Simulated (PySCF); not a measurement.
**A gas-phase reaction: H3InO3 + H2S → H3InO2S + H2O**

Wanted: the reaction energy for `[OH][In]([OH])[OH]` + `S` → `[OH][In]([OH])[SH]` + `O`.

Programs: PySCF 2.14.0. All values are calculated, for the isolated system unless a continuum is named. Atoms count from 0, parts from 1.

## (1) Starting point

Each species was relaxed by itself at PBE0-D3(BJ)/def2-SVPD.

## (2) Reaction energy: wB97M-D3(BJ)/def2-TZVPD

Job settings and geometry (Å):

```
{"job": {"kind": "react", "xc": "wB97M-D3(BJ)", "basis": "def2-TZVPD"}, "charge": 0, "multiplicity": 1}
-1 H3InO3 charge 0 multiplicity 1
O      1.047310     0.272050     1.441790
In    -0.078300     0.073210    -0.205630
O     -1.277290    -1.483160    -0.553670
O      0.003680     1.511940    -1.575040
H      0.969040    -0.451250     2.071210
H     -1.273060    -2.141560     0.147920
H      0.608660     2.218790    -1.326560

-1 H2S charge 0 multiplicity 1
S     -0.004710     0.615450    -0.002180
H     -0.982230    -0.315610    -0.000760
H      0.967540    -0.321110     0.003140

+1 H3InO2S charge 0 multiplicity 1
O      1.981700     0.682040    -0.387560
In     0.141790     0.143470     0.188780
O     -1.055600    -0.902650    -1.035790
S     -0.717060     0.709460     2.334610
H      2.213730     0.398850    -1.277430
H     -0.675800    -1.117020    -1.893250
H     -1.889160     0.085500     2.069940

+1 H2O charge 0 multiplicity 1
O      0.001460     0.389390    -0.002020
H     -0.763610    -0.191850    -0.000180
H      0.762170    -0.197510     0.002240
```

Level: wB97M-D3(BJ)/def2-TZVPD reaction energy of separated species, gas phase.

Started as:

```console
$ OMP_NUM_THREADS=1 python cluster_run.py task.json out
```

One launch serves the whole session: the jobs run in the order shown.

Standard output:

```text
species 1 (H3InO3)
coarse grid: 31048 points
cycle   1  E = -417.2157376169  dE = -3.250e+01  |g| = 1.853e+00  |ddm| = 4.763e+01
cycle   2  E = -417.4867295892  dE = -2.710e-01  |g| = 1.581e+00  |ddm| = 5.423e+00
cycle   3  E = -417.8313145637  dE = -3.446e-01  |g| = 1.477e-01  |ddm| = 1.590e+00
cycle   4  E = -417.8333354599  dE = -2.021e-03  |g| = 1.226e-01  |ddm| = 1.649e-01
cycle   5  E = -417.8359113403  dE = -2.576e-03  |g| = 8.895e-03  |ddm| = 1.364e-01
cycle   6  E = -417.8359885692  dE = -7.723e-05  |g| = 4.176e-03  |ddm| = 3.577e-02
cycle   7  E = -417.8359964565  dE = -7.887e-06  |g| = 2.888e-03  |ddm| = 1.123e-02
final grid: 63784 points
cycle   8  E = -417.8359649754  dE =  3.158e-07  |g| = 3.912e-03  |ddm| = 5.218e-03
cycle   9  E = -417.8359626014  dE =  2.374e-06  |g| = 5.519e-03  |ddm| = 5.163e-03
cycle  10  E = -417.8359676587  dE = -5.057e-06  |g| = 1.223e-04  |ddm| = 2.864e-03
cycle  11  E = -417.8359676793  dE = -2.062e-08  |g| = 6.931e-05  |ddm| = 5.704e-04
cycle  12  E = -417.8359676806  dE = -1.268e-09  |g| = 2.385e-05  |ddm| = 1.018e-04
cycle  13  E = -417.8359676807  dE = -1.247e-10  |g| = 2.993e-06  |ddm| = 2.623e-05
converged SCF energy = -417.8359676807

species 2 (H2S)
coarse grid: 11264 points
cycle   1  E = -399.4336013291  dE = -1.424e-01  |g| = 1.945e-01  |ddm| = 1.016e+00
cycle   2  E = -399.4459453884  dE = -1.234e-02  |g| = 1.106e-01  |ddm| = 2.399e-01
cycle   3  E = -399.4491447286  dE = -3.199e-03  |g| = 1.578e-02  |ddm| = 9.278e-02
cycle   4  E = -399.4492190706  dE = -7.434e-05  |g| = 4.851e-03  |ddm| = 1.790e-02
cycle   5  E = -399.4492313078  dE = -1.224e-05  |g| = 9.336e-04  |ddm| = 7.536e-03
cycle   6  E = -399.4492320390  dE = -7.312e-07  |g| = 1.776e-04  |ddm| = 2.124e-03
final grid: 22496 points
cycle   7  E = -399.4492196338  dE = -2.321e-08  |g| = 1.134e-04  |ddm| = 6.062e-04
cycle   8  E = -399.4492196368  dE = -2.971e-09  |g| = 6.804e-05  |ddm| = 1.498e-04
cycle   9  E = -399.4492196375  dE = -7.662e-10  |g| = 8.727e-06  |ddm| = 5.990e-05
converged SCF energy = -399.4492196375

species 3 (H3InO2S)
coarse grid: 32184 points
cycle   1  E = -740.0122567320  dE = -3.223e+01  |g| = 2.021e+00  |ddm| = 4.690e+01
cycle   2  E = -740.0924540046  dE = -8.020e-02  |g| = 2.126e+00  |ddm| = 6.300e+00
cycle   3  E = -740.8247138297  dE = -7.323e-01  |g| = 2.167e-01  |ddm| = 1.911e+00
cycle   4  E = -740.8289844424  dE = -4.271e-03  |g| = 1.822e-01  |ddm| = 2.803e-01
cycle   5  E = -740.8347441812  dE = -5.760e-03  |g| = 1.395e-02  |ddm| = 1.840e-01
cycle   6  E = -740.8348624763  dE = -1.183e-04  |g| = 6.514e-03  |ddm| = 3.893e-02
cycle   7  E = -740.8348810240  dE = -1.855e-05  |g| = 3.082e-03  |ddm| = 1.807e-02
cycle   8  E = -740.8348833435  dE = -2.320e-06  |g| = 1.110e-03  |ddm| = 3.937e-03
final grid: 64328 points
cycle   9  E = -740.8348474444  dE = -2.311e-07  |g| = 1.360e-03  |ddm| = 3.845e-03
cycle  10  E = -740.8348472137  dE =  2.307e-07  |g| = 1.871e-03  |ddm| = 1.992e-03
cycle  11  E = -740.8348477995  dE = -5.858e-07  |g| = 9.015e-05  |ddm| = 9.750e-04
cycle  12  E = -740.8348478053  dE = -5.814e-09  |g| = 4.826e-05  |ddm| = 1.933e-04
cycle  13  E = -740.8348478075  dE = -2.202e-09  |g| = 1.581e-05  |ddm| = 2.114e-04
cycle  14  E = -740.8348478076  dE = -8.026e-11  |g| = 5.852e-06  |ddm| = 2.248e-05
converged SCF energy = -740.8348478076

species 4 (H2O)
coarse grid: 10128 points
cycle   1  E = -76.4117498967  dE = -7.453e-02  |g| = 5.872e-01  |ddm| = 8.994e-01
cycle   2  E = -76.4087429849  dE =  3.007e-03  |g| = 6.461e-01  |ddm| = 5.038e-01
cycle   3  E = -76.4759334167  dE = -6.719e-02  |g| = 2.731e-02  |ddm| = 2.374e-01
cycle   4  E = -76.4760586195  dE = -1.252e-04  |g| = 5.497e-03  |ddm| = 1.609e-02
cycle   5  E = -76.4760672963  dE = -8.677e-06  |g| = 8.214e-04  |ddm| = 5.831e-03
final grid: 21952 points
cycle   6  E = -76.4760630021  dE = -1.975e-07  |g| = 5.842e-04  |ddm| = 1.373e-03
cycle   7  E = -76.4760630089  dE = -6.840e-09  |g| = 6.465e-04  |ddm| = 6.469e-04
cycle   8  E = -76.4760630726  dE = -6.362e-08  |g| = 3.198e-05  |ddm| = 2.235e-04
cycle   9  E = -76.4760630734  dE = -8.221e-10  |g| = 4.134e-06  |ddm| = 1.105e-04
converged SCF energy = -76.4760630734

Reaction energy = -16.342 kcal/mol
```

It took 63 s on 1 thread of Arm Neoverse N1, shared host; peak memory 0.78 GiB.

Species by species (with the dispersion term, which the log's SCF energies lack):

```
 ν             species  energy (Eh)  HOMO (eV)
-1  [OH][In]([OH])[OH]   -417.83997     -11.30
-1                   S   -399.45056      -9.89
+1  [OH][In]([OH])[SH]   -740.83976     -10.12
+1                   O    -76.47682     -11.72
```

## (3) Reaction energy: PBE0-D3(BJ)/def2-TZVPD

The job, as its differences from that of step 2:

```diff
@@ -1,2 +1,2 @@
-{"job": {"kind": "react", "xc": "wB97M-D3(BJ)", "basis": "def2-TZVPD"}, "charge": 0, "multiplicity": 1}
+{"job": {"kind": "react", "xc": "PBE0", "basis": "def2-TZVPD", "disp": "d3bj"}, "charge": 0, "multiplicity": 1}
 -1 H3InO3 charge 0 multiplicity 1
```

Level: PBE0-D3(BJ)/def2-TZVPD reaction energy of separated species, gas phase.

Standard output:

```text
species 1 (H3InO3)
coarse grid: 31048 points
cycle   1  E = -416.7481339883  dE = -3.212e+01  |g| = 2.052e+00  |ddm| = 4.770e+01
cycle   2  E = -416.5293146420  dE =  2.188e-01  |g| = 2.552e+00  |ddm| = 6.780e+00
cycle   3  E = -417.5096432273  dE = -9.803e-01  |g| = 2.429e-01  |ddm| = 2.406e+00
cycle   4  E = -417.5102982655  dE = -6.550e-04  |g| = 2.414e-01  |ddm| = 4.145e-01
cycle   5  E = -417.5205411592  dE = -1.024e-02  |g| = 9.297e-03  |ddm| = 2.424e-01
cycle   6  E = -417.5205439715  dE = -2.812e-06  |g| = 8.566e-03  |ddm| = 1.196e-02
cycle   7  E = -417.5205572822  dE = -1.331e-05  |g| = 1.919e-03  |ddm| = 7.106e-03
cycle   8  E = -417.5205579759  dE = -6.937e-07  |g| = 2.815e-04  |ddm| = 1.824e-03
final grid: 63784 points
cycle   9  E = -417.5204709640  dE = -2.428e-07  |g| = 4.014e-04  |ddm| = 2.253e-03
cycle  10  E = -417.5204708999  dE =  6.416e-08  |g| = 7.200e-04  |ddm| = 7.957e-04
cycle  11  E = -417.5204709916  dE = -9.173e-08  |g| = 5.715e-05  |ddm| = 5.300e-04
cycle  12  E = -417.5204709921  dE = -4.636e-10  |g| = 2.257e-05  |ddm| = 5.812e-05
converged SCF energy = -417.5204709921

species 2 (H2S)
coarse grid: 2864 points
cycle   1  E = -399.2518633253  dE = -9.250e-02  |g| = 1.630e-01  |ddm| = 1.023e+00
cycle   2  E = -399.2538575615  dE = -1.994e-03  |g| = 1.600e-01  |ddm| = 2.978e-01
cycle   3  E = -399.2614717860  dE = -7.614e-03  |g| = 1.497e-02  |ddm| = 1.477e-01
cycle   4  E = -399.2614863979  dE = -1.461e-05  |g| = 1.103e-03  |ddm| = 5.881e-03
cycle   5  E = -399.2614867783  dE = -3.804e-07  |g| = 6.136e-04  |ddm| = 1.717e-03
final grid: 22496 points
cycle   6  E = -399.2625174890  dE = -7.085e-06  |g| = 4.896e-03  |ddm| = 1.692e-02
cycle   7  E = -399.2625181218  dE = -6.328e-07  |g| = 3.960e-03  |ddm| = 6.698e-03
cycle   8  E = -399.2625210543  dE = -2.933e-06  |g| = 2.911e-04  |ddm| = 3.504e-03
cycle   9  E = -399.2625210821  dE = -2.777e-08  |g| = 3.582e-05  |ddm| = 2.357e-04
cycle  10  E = -399.2625210824  dE = -3.614e-10  |g| = 6.382e-06  |ddm| = 2.918e-05
converged SCF energy = -399.2625210824

species 3 (H3InO2S)
coarse grid: 32184 points
cycle   1  E = -739.2412830616  dE = -3.164e+01  |g| = 2.354e+00  |ddm| = 4.679e+01
cycle   2  E = -730.6939312826  dE =  8.547e+00  |g| = 5.857e+00  |ddm| = 1.051e+01
cycle   3  E = -740.2749973342  dE = -9.581e+00  |g| = 7.659e-01  |ddm| = 7.483e+00
cycle   4  E = -740.3183337045  dE = -4.334e-02  |g| = 7.653e-01  |ddm| = 1.317e+00
cycle   5  E = -740.4247838925  dE = -1.065e-01  |g| = 1.384e-01  |ddm| = 7.572e-01
cycle   6  E = -740.4299312863  dE = -5.147e-03  |g| = 5.792e-02  |ddm| = 1.914e-01
cycle   7  E = -740.4303933970  dE = -4.621e-04  |g| = 2.992e-02  |ddm| = 5.926e-02
cycle   8  E = -740.4305408753  dE = -1.475e-04  |g| = 1.145e-02  |ddm| = 2.619e-02
cycle   9  E = -740.4305665858  dE = -2.571e-05  |g| = 1.761e-03  |ddm| = 1.049e-02
cycle  10  E = -740.4305673017  dE = -7.159e-07  |g| = 5.282e-04  |ddm| = 2.355e-03
final grid: 64328 points
cycle  11  E = -740.4304928638  dE = -1.036e-07  |g| = 6.514e-04  |ddm| = 1.885e-03
cycle  12  E = -740.4304928016  dE =  6.216e-08  |g| = 8.486e-04  |ddm| = 1.286e-03
cycle  13  E = -740.4304929679  dE = -1.662e-07  |g| = 1.567e-04  |ddm| = 7.985e-04
cycle  14  E = -740.4304929725  dE = -4.662e-09  |g| = 2.071e-05  |ddm| = 1.242e-04
cycle  15  E = -740.4304929726  dE = -7.299e-11  |g| = 8.519e-06  |ddm| = 2.811e-05
converged SCF energy = -740.4304929726

species 4 (H2O)
coarse grid: 2328 points
cycle   1  E = -76.3044306065  dE = -5.297e-03  |g| = 6.571e-01  |ddm| = 9.011e-01
cycle   2  E = -76.1882121926  dE =  1.162e-01  |g| = 1.036e+00  |ddm| = 7.256e-01
cycle   3  E = -76.3820301159  dE = -1.938e-01  |g| = 3.132e-02  |ddm| = 4.396e-01
cycle   4  E = -76.3822124175  dE = -1.823e-04  |g| = 5.864e-03  |ddm| = 1.606e-02
cycle   5  E = -76.3822175564  dE = -5.139e-06  |g| = 7.850e-04  |ddm| = 2.507e-03
final grid: 21952 points
cycle   6  E = -76.3808944301  dE = -1.510e-05  |g| = 3.449e-03  |ddm| = 9.313e-03
cycle   7  E = -76.3808924627  dE =  1.967e-06  |g| = 4.754e-03  |ddm| = 3.322e-03
cycle   8  E = -76.3808961820  dE = -3.719e-06  |g| = 2.517e-04  |ddm| = 1.965e-03
cycle   9  E = -76.3808961926  dE = -1.061e-08  |g| = 2.399e-05  |ddm| = 1.101e-04
cycle  10  E = -76.3808961927  dE = -1.122e-10  |g| = 3.293e-06  |ddm| = 1.515e-05
converged SCF energy = -76.3808961927

Reaction energy = -18.289 kcal/mol
```

It took 33 s on 1 thread of Arm Neoverse N1, shared host; peak memory 0.64 GiB.

Reaction energy at this level: -18.29 kcal/mol.

## (4) Side by side

Energies in kcal/mol, with wall time:

```
                    run  reaction  time
wB97M-D3(BJ)/def2-TZVPD    -16.34  63 s
 PBE0-D3(BJ)/def2-TZVPD    -18.29  33 s
```

## (5) Results

```
                                                quantity                      value
               reaction energy (wB97M-D3(BJ)/def2-TZVPD)            -16.34 kcal/mol
                     ΔH, ΔG at 298 K (xTB thermal terms)      -14.6, -14.3 kcal/mol
range of the reaction energy over the runs of this table  -18.29 to -16.34 kcal/mol
```

What this shows: The reaction is exothermic by 14.6 kcal/mol in the gas phase; dispersion gives -0.20, and xTB itself gave -15.53 for the electronic energy (xTB energies and thermal terms come from the earlier relaxation of each species, not shown). No barrier was sought. The reaction energy runs from -18.29 (PBE0-D3(BJ)/def2-TZVPD) to -16.34 kcal/mol (wB97M-D3(BJ)/def2-TZVPD).
